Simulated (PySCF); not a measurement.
# C₃H₈BBrO₂: spin-spin couplings

Aim: predict the spin-spin couplings of C₃H₈BBrO₂ (`CCCOB(O)Br`).

The runs use PySCF 2.14.0, with density-fitted response routines of our own; the level of theory stands in each step. All values are computed, except where a source is named. Atoms are numbered from 0 throughout.

### 1 The molecule as given

15 atoms, charge 0, multiplicity 1; geometry from: GFN2-xTB.

Bonds of the start (Å): C0–C1 1.52, C1–C2 1.53, C2–O3 1.42, O3–B4 1.33, B4–O5 1.34, B4–Br6 1.90, C0–H7 1.09, C0–H8 1.09, C0–H9 1.09, C1–H10 1.09, C1–H11 1.09, C2–H12 1.09, C2–H13 1.10, O5–H14 0.96.

### 2 Indirect couplings: B3LYP/pcSseg-1+pcJ-1

Job settings and geometry (Å):

```
{"job": {"kind": "j", "xc": "B3LYP", "basis": "pcJ-1"}, "charge": 0, "multiplicity": 1}
C     -1.485307     0.663557     0.617629
C     -1.333285    -0.473950    -0.385466
C      0.013392    -0.435273    -1.107231
O      1.077483    -0.722967    -0.217629
B      1.933253     0.133540     0.340750
O      2.862517    -0.280288     1.215109
Br     1.954585     1.995082    -0.049889
H     -0.733383     0.590945     1.401310
H     -1.374588     1.627377     0.125093
H     -2.465183     0.621460     1.086068
H     -1.432458    -1.434752     0.124053
H     -2.115711    -0.406433    -1.142745
H      0.049183    -1.205337    -1.884496
H      0.160465     0.547722    -1.571375
H      2.884624    -1.212692     1.426907
```

Level: B3LYP/pcJ-1 Br:pcSseg-1 indirect spin-spin coupling, non-relativistic, gas phase.

On the command line:

```console
$ OMP_NUM_THREADS=1 python probes_run.py task.json out
```

This one command runs all jobs of the session in turn.

Output:

```text
coarse grid: 58192 points
cycle   1  E = -2868.3481746989  dE = -3.548e-01  |g| = 1.177e+00  |ddm| = 3.119e+00
cycle   2  E = -2868.1435873574  dE =  2.046e-01  |g| = 1.483e+00  |ddm| = 1.479e+00
cycle   3  E = -2868.5035377111  dE = -3.600e-01  |g| = 2.445e-01  |ddm| = 1.082e+00
cycle   4  E = -2868.5128341178  dE = -9.296e-03  |g| = 6.031e-02  |ddm| = 1.790e-01
cycle   5  E = -2868.5134737843  dE = -6.397e-04  |g| = 2.431e-02  |ddm| = 5.436e-02
cycle   6  E = -2868.5135736685  dE = -9.988e-05  |g| = 6.226e-03  |ddm| = 1.564e-02
cycle   7  E = -2868.5135802440  dE = -6.576e-06  |g| = 1.476e-03  |ddm| = 4.518e-03
final grid: 123304 points
cycle   8  E = -2868.5136386317  dE =  4.589e-07  |g| = 2.285e-03  |ddm| = 2.963e-03
cycle   9  E = -2868.5136369171  dE =  1.715e-06  |g| = 3.871e-03  |ddm| = 3.732e-03
cycle  10  E = -2868.5136395928  dE = -2.676e-06  |g| = 3.122e-04  |ddm| = 2.328e-03
cycle  11  E = -2868.5136396123  dE = -1.945e-08  |g| = 2.891e-05  |ddm| = 2.166e-04
cycle  12  E = -2868.5136396124  dE = -1.419e-10  |g| = 7.754e-06  |ddm| = 2.379e-05
converged SCF energy = -2868.5136396124

Indirect spin-spin couplings (Hz)
  i      j    bonds     total        FC       PSO       DSO        SD
  0 C    1 C    1     34.328    34.397    -0.267     0.199         -
  0 C    2 C    2     -1.747    -1.638    -0.149     0.040         -
  0 C    3 O    3     -0.630    -0.660     0.049    -0.019         -
  0 C    7 H    1    132.704   130.792     1.103     0.808         -
  0 C    8 H    1    134.280   132.424     1.084     0.772         -
  0 C    9 H    1    131.576   129.682     1.224     0.671         -
  0 C   10 H    2     -2.575    -2.626     0.191    -0.140         -
  0 C   11 H    2     -3.629    -3.651     0.182    -0.160         -
  0 C   12 H    3      8.662     8.676     0.390    -0.404         -
  0 C   13 H    3      4.573     4.452    -0.053     0.174         -
  1 C    2 C    1     36.984    37.526    -0.796     0.254         -
  1 C    3 O    2     -2.832    -2.947     0.143    -0.028         -
  1 C    4 B    3      0.367     0.330     0.027     0.006     0.004
  1 C    7 H    2     -4.154    -4.263     0.165    -0.055         -
  1 C    8 H    2     -3.656    -3.729     0.155    -0.082         -
  1 C    9 H    2     -3.015    -3.068     0.191    -0.139         -
  1 C   10 H    1    135.126   133.381     0.827     0.918         -
  1 C   11 H    1    131.799   129.967     0.949     0.883         -
  1 C   12 H    2     -1.271    -1.193    -0.004    -0.074         -
  1 C   13 H    2     -1.572    -1.583    -0.020     0.031         -
  2 C    3 O    1     16.496    17.606    -0.950    -0.160         -
  2 C    4 B    2      0.242     0.334    -0.132     0.013     0.026
  2 C    5 O    3      0.523     0.403     0.074     0.046         -
  2 C    7 H    3      2.455     2.432    -0.090     0.114         -
  2 C    8 H    3      3.111     3.095    -0.164     0.180         -
  2 C    9 H    3     11.500    11.509     0.341    -0.351         -
  2 C   10 H    2     -6.081    -6.043    -0.047     0.009         -
  2 C   11 H    2      2.201     2.155     0.008     0.038         -
  2 C   12 H    1    151.674   150.698    -0.080     1.056         -
  2 C   13 H    1    149.253   148.247    -0.219     1.225         -
  3 O    4 B    1    -16.917   -21.164     4.734    -0.267    -0.219
  3 O    9 H    4      0.150     0.170    -0.145     0.125         -
  3 O   10 H    3     -2.241    -2.060    -0.060    -0.121         -
  3 O   11 H    3     -9.397    -9.504    -0.089     0.196         -
  3 O   12 H    2     -9.419    -8.967    -0.428    -0.025         -
  3 O   13 H    2     -1.070    -0.425    -0.629    -0.016         -
  3 O   14 H    3     -0.940    -1.427     0.589    -0.102         -
  4 B    5 O    1    -19.008   -23.439     4.873    -0.226    -0.216
  4 B    7 H    5      0.361     0.103    -0.548     0.804     0.002
  4 B   11 H    4      0.473     0.408     0.384    -0.320     0.000
  4 B   12 H    3      6.126     5.919     0.577    -0.391     0.021
  4 B   13 H    3      5.216     5.178    -0.416     0.454    -0.001
  4 B   14 H    2     -0.059     0.786    -0.064    -0.671    -0.110
  5 O   14 H    1    -89.776   -77.465   -11.896    -0.415         -
  7 H    8 H    2    -12.857   -13.341     2.395    -1.911         -
  7 H    9 H    2    -13.959   -14.271     2.584    -2.272         -
  7 H   10 H    3      4.500     4.415     0.166    -0.081         -
  7 H   11 H    3     16.112    16.056     2.657    -2.601         -
  7 H   12 H    4     -0.561    -0.570     1.568    -1.560         -
  8 H    9 H    2    -13.284   -13.572     2.716    -2.427         -
  8 H   10 H    3     15.385    15.324     2.676    -2.615         -
  8 H   11 H    3      3.820     3.758     0.368    -0.305         -
  8 H   13 H    4      0.187    -0.280    -1.671     2.137         -
  8 H   14 H    7     -0.165    -0.003     0.865    -1.027         -
  9 H   10 H    3      3.332     3.357     0.360    -0.385         -
  9 H   11 H    3      4.514     4.550     0.351    -0.387         -
  9 H   12 H    4      1.470     1.448     1.639    -1.618         -
 10 H   11 H    2    -13.916   -14.154     2.379    -2.141         -
 10 H   12 H    3      3.432     3.398     0.282    -0.249         -
 10 H   13 H    3     12.944    12.825     2.557    -2.438         -
 11 H   12 H    3      3.255     3.199     0.000     0.056         -
 11 H   13 H    3      1.667     1.451     0.219    -0.003         -
 12 H   13 H    2    -10.773   -11.206     1.992    -1.559         -
 13 H   14 H    5     -0.177    -0.031     1.348    -1.495         -
```

Run time: 2.9 min. Hardware: 1 thread of Arm Neoverse V2, shared host; peak memory 1.3 GiB.

A choice of the couplings up to four bonds, sorted by the number of bonds, with means over like pairs; isotopes 11B, 13C, 1H, 17O:

| pair | bonds | J (Hz) | Fermi contact (Hz) | dihedral (°) |
| --- | --- | --- | --- | --- |
| C2–H12 | 1 | 150.5 | 149.5 | – |
| C1–H10 | 1 | 133.5 | 131.7 | – |
| C0–H7 | 1 | 132.9 | 131.0 | – |
| O5–H14 | 1 | -89.8 | -77.5 | – |
| C1–C2 | 1 | 37.0 | 37.5 | – |
| C0–C1 | 1 | 34.3 | 34.4 | – |
| B4–O5 | 1 | -19.0 | -23.4 | – |
| O3–B4 | 1 | -16.9 | -21.2 | – |
| C2–O3 | 1 | 16.5 | 17.6 | – |
| H10–H11 | 2 | -13.9 | -14.2 | – |
| H7–H8 | 2 | -13.4 | -13.7 | – |
| H12–H13 | 2 | -10.8 | -11.2 | – |
| O3–H12 | 2 | -5.2 | -4.7 | – |
| C1–H7 | 2 | -3.6 | -3.7 | – |
| C0–H10 | 2 | -3.1 | -3.1 | – |
| C1–O3 | 2 | -2.8 | -2.9 | – |
| C2–H10 | 2 | -1.9 | -1.9 | – |
| C0–C2 | 2 | -1.7 | -1.6 | – |
| H10–H13 | 3 | 8.1 | 8.0 | – |
| H7–H10 | 3 | 7.9 | 7.9 | – |
| C0–H12 | 3 | 6.6 | 6.6 | – |
| O3–H10 | 3 | -5.8 | -5.8 | – |
| C2–H7 | 3 | 5.7 | 5.7 | – |
| B4–H12 | 3 | 5.7 | 5.5 | – |
| H10–H12 | 3 | 2.5 | 2.4 | 63 |

Where two rows join the same classes of atoms, they are the two kinds of pair (J and J′ of an AA′XX′ pattern), each a mean over its own pairs alone.

The spin-dipole term was solved for some atoms only; pairs without it lack that part.

The response was solved for the nuclei of B, C, H alone, so couplings that need other nuclei can be missing.

Quadrupole couplings from the field gradients of the same density:

| atom | isotope | eQq/h (MHz) | η |
| --- | --- | --- | --- |
| Br6 | 79Br | 337.1 | 0.29 |
| O3 | 17O | -9.063 | 0.06 |
| O5 | 17O | -8.781 | 0.10 |
| B4 | 11B | 2.181 | 0.60 |

### 3 Results

| quantity | value |
| --- | --- |
| largest coupling of the table (B3LYP/pcSseg-1+pcJ-1) | ¹J(C,H) C2–H12, 150.5 Hz |

In the run at B3LYP/pcSseg-1+pcJ-1, the largest coupling of the table is C2–H12 (mean over like pairs), 150.5 Hz, of which the Fermi-contact term gives 149.5 Hz. Couplings across rotatable bonds belong to this one conformer; where others are populated, the observed values are averages, and the simulated multiplets take (2 J gauche + J anti)/3 across rotating chain bonds. Spin-orbit coupling is left out, which matters for shieldings and couplings at and beside the heavy atoms.
